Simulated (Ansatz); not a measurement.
Predict the output of the script below (Ansatz 0.2.0, Python API).

`ch8alnssi.xyz`
```text
13

C    -2.26840    0.66520    0.75290
S    -0.91270    0.51850    1.87600
Al    0.59290    0.23300    0.21010
N     1.61440    1.75100   -0.51100
Si    1.05690   -1.93730   -0.63210
H    -3.24000    0.88710    1.33350
H    -2.41490   -0.20590    0.13360
H    -2.12210    1.60460    0.07240
H     2.22010    1.38760   -1.17050
H     2.10620    2.15670    0.29110
H    -0.19910   -2.49480   -1.13710
H     1.56950   -2.77870    0.49000
H     2.01770   -1.82170   -1.69410
```

The script, `ch8alnssi_opt.py`:
```python
'''Relax the CH8AlNSSi molecule.'''

import itertools

import ansatz as az
from ase.data import atomic_numbers, covalent_radii
import numpy as np


def main() -> None:
    ch8alnssi = az.Crystal.molecule_from_extxyz('ch8alnssi.xyz')

    job = (
        ch8alnssi.calculation()
        .basis(gaussian='def2-SVP')
        .functional('pbe0', dispersion='d4')
    )
    symbols = [site.symbol for site in ch8alnssi.cartesian_sites]
    start = np.array([site.position_ang for site in ch8alnssi.cartesian_sites], dtype=float)
    def progress(event):
        if event['event'] == 'relax_step':
            row = event['data']
            print(f'step {row["step"]:3d}  E = {row["lagrangian_ev"]:.6f} eV  largest force component {row["allowed_force_max_ev_ang"]:.4f} eV/A')


    r = job.relax(force_tolerance=0.01, max_steps=100).session().plan().execute(on_event=progress).report
    end = np.array(r['positions_ang'])

    for key in ('converged', 'free_energy_ev', 'reference_energy_ev', 'n_frozen', 'n_occupied', 'n_virtual'):
        print(f'{key:22s} {r[key]}')

    # pairs closer than 1.2 times the sum of covalent radii, before or after
    radius = [covalent_radii[atomic_numbers[s]] for s in symbols]
    span = lambda where, i, j: np.linalg.norm(where[i] - where[j])
    bonded = [(i, j) for i, j in itertools.combinations(range(len(symbols)), 2) if min(span(start, i, j), span(end, i, j)) < 1.2 * (radius[i] + radius[j])]
    print('pair        before    after (A)')
    for i, j in bonded:
        print(f'{symbols[i]}{i}-{symbols[j]}{j}'.ljust(10), f'{span(start, i, j):8.4f} {span(end, i, j):8.4f}')
    for first, second in list(itertools.combinations(bonded, 2)):
        shared = set(first) & set(second)
        if shared and symbols[(j := shared.pop())] != 'H':
            i, k = sorted((set(first) | set(second)) - {j})
            u, v = end[i] - end[j], end[k] - end[j]
            angle = np.degrees(np.arccos(np.clip(u @ v / np.linalg.norm(u) / np.linalg.norm(v), -1, 1)))
            print(f'final angle {symbols[i]}{i}-{symbols[j]}{j}-{symbols[k]}{k}: {angle:.2f} deg')

    charges = r['charge_distribution']
    print('dipole moment', round(4.803205 * float(np.linalg.norm(charges['dipole_moment_e_ang'])), 3), 'D')
    print('Mulliken:', [(s, round(q, 3)) for s, q in zip(symbols, charges['mulliken_charges_e'])])
    with open('ch8alnssi_opt.xyz', 'w') as handle:
        handle.write(f'{len(symbols)}\nrelaxed CH8AlNSSi\n')
        handle.writelines(f'{s:2s} {x:11.6f} {y:11.6f} {z:11.6f}\n' for s, (x, y, z) in zip(symbols, end))


if __name__ == '__main__':
    main()
```

Output of `python ch8alnssi_opt.py`:
```text
step   1  E = -27945.247569 eV  largest force component 3.3652 eV/A
step   2  E = -27945.899788 eV  largest force component 1.8878 eV/A
step   3  E = -27946.074284 eV  largest force component 1.5578 eV/A
step   4  E = -27946.153712 eV  largest force component 0.6229 eV/A
step   5  E = -27946.188640 eV  largest force component 0.3572 eV/A
step   6  E = -27946.208603 eV  largest force component 0.2713 eV/A
step   7  E = -27946.253768 eV  largest force component 0.2672 eV/A
step   8  E = -27946.264315 eV  largest force component 0.3488 eV/A
step   9  E = -27946.298274 eV  largest force component 0.2359 eV/A
step  10  E = -27946.320749 eV  largest force component 0.3413 eV/A
step  11  E = -27946.331762 eV  largest force component 0.4235 eV/A
step  12  E = -27946.358331 eV  largest force component 0.3661 eV/A
step  13  E = -27946.373438 eV  largest force component 0.1263 eV/A
step  14  E = -27946.380911 eV  largest force component 0.0577 eV/A
step  15  E = -27946.381893 eV  largest force component 0.1404 eV/A
step  16  E = -27946.384076 eV  largest force component 0.0724 eV/A
step  17  E = -27946.386392 eV  largest force component 0.0616 eV/A
step  18  E = -27946.387246 eV  largest force component 0.1388 eV/A
step  19  E = -27946.389701 eV  largest force component 0.1167 eV/A
step  20  E = -27946.392344 eV  largest force component 0.0155 eV/A
step  21  E = -27946.393358 eV  largest force component 0.1486 eV/A
step  22  E = -27946.395570 eV  largest force component 0.0481 eV/A
step  23  E = -27946.396929 eV  largest force component 0.0220 eV/A
step  24  E = -27946.397948 eV  largest force component 0.0498 eV/A
step  25  E = -27946.398308 eV  largest force component 0.0694 eV/A
step  26  E = -27946.398635 eV  largest force component 0.0460 eV/A
step  27  E = -27946.398906 eV  largest force component 0.0208 eV/A
step  28  E = -27946.399109 eV  largest force component 0.0222 eV/A
step  29  E = -27946.399157 eV  largest force component 0.0442 eV/A
step  30  E = -27946.399273 eV  largest force component 0.0150 eV/A
step  31  E = -27946.399345 eV  largest force component 0.0037 eV/A
step  32  E = -27946.399432 eV  largest force component 0.0279 eV/A
step  33  E = -27946.399485 eV  largest force component 0.0404 eV/A
step  34  E = -27946.399557 eV  largest force component 0.0320 eV/A
step  35  E = -27946.399643 eV  largest force component 0.0128 eV/A
step  36  E = -27946.399692 eV  largest force component 0.0175 eV/A
step  37  E = -27946.399739 eV  largest force component 0.0124 eV/A
step  38  E = -27946.399763 eV  largest force component 0.0050 eV/A
step  39  E = -27946.399788 eV  largest force component 0.0086 eV/A
step  40  E = -27946.399809 eV  largest force component 0.0084 eV/A
converged              True
free_energy_ev         -27946.39984176487
reference_energy_ev    -27946.13410533412
n_frozen               0
n_occupied             [32, 32]
n_virtual              [90, 90]
pair        before    after (A)
C0-S1        1.7666   1.8293
C0-H5        1.1534   1.0984
C0-H6        1.0788   1.0991
C0-H7        1.1692   1.0987
S1-Al2       2.2635   2.1911
Al2-N3       1.9667   1.7706
Al2-Si4      2.3738   2.4445
N3-H8        0.9664   1.0136
N3-H9        1.0246   1.0142
Si4-H10      1.4640   1.4996
Si4-H11      1.4933   1.4998
Si4-H12      1.4368   1.4985
final angle S1-C0-H5: 106.76 deg
final angle S1-C0-H6: 112.02 deg
final angle S1-C0-H7: 111.60 deg
final angle C0-S1-Al2: 101.24 deg
final angle H5-C0-H6: 108.31 deg
final angle H5-C0-H7: 108.50 deg
final angle H6-C0-H7: 109.52 deg
final angle S1-Al2-N3: 117.57 deg
final angle S1-Al2-Si4: 120.10 deg
final angle N3-Al2-Si4: 122.34 deg
final angle Al2-N3-H8: 124.64 deg
final angle Al2-N3-H9: 125.47 deg
final angle Al2-Si4-H10: 111.19 deg
final angle Al2-Si4-H11: 111.13 deg
final angle Al2-Si4-H12: 112.52 deg
final angle H8-N3-H9: 109.89 deg
final angle H10-Si4-H11: 106.77 deg
final angle H10-Si4-H12: 107.49 deg
final angle H11-Si4-H12: 107.46 deg
dipole moment 0.929 D
Mulliken: [('C', -0.179), ('S', -0.349), ('Al', 0.636), ('N', -0.46), ('Si', -0.062), ('H', 0.093), ('H', 0.094), ('H', 0.092), ('H', 0.14), ('H', 0.141), ('H', -0.047), ('H', -0.048), ('H', -0.05)]
```

File `ch8alnssi_opt.xyz` afterwards:
```text
13
relaxed CH8AlNSSi
C    -2.203231    0.238205    0.899102
S    -0.969842    1.585130    1.003748
Al    0.745563    0.673011   -0.009296
N     2.205031    1.657848   -0.197021
Si    0.606176   -1.626853   -0.825769
H    -3.073930    0.559729    1.486545
H    -1.825338   -0.700748    1.327624
H    -2.526210    0.065217   -0.136753
H     3.062055    1.340138   -0.635064
H     2.312601    2.616205    0.116849
H    -0.516525   -1.786596   -1.806970
H     0.338892   -2.584151    0.297413
H     1.865257   -2.071835   -1.505608
```

What to keep in mind:
- Total energies depend on the basis set; only differences at equal settings carry meaning.
- The end point is the stationary point reached from this start; no frequency run checks that it is a minimum, and the basis set is modest.
- Total less reference energy is the dispersion correction.
- Wall time of the script: 5.3 min on 1 thread of Arm Neoverse V1 (shared host), peak memory 0.37 GiB.
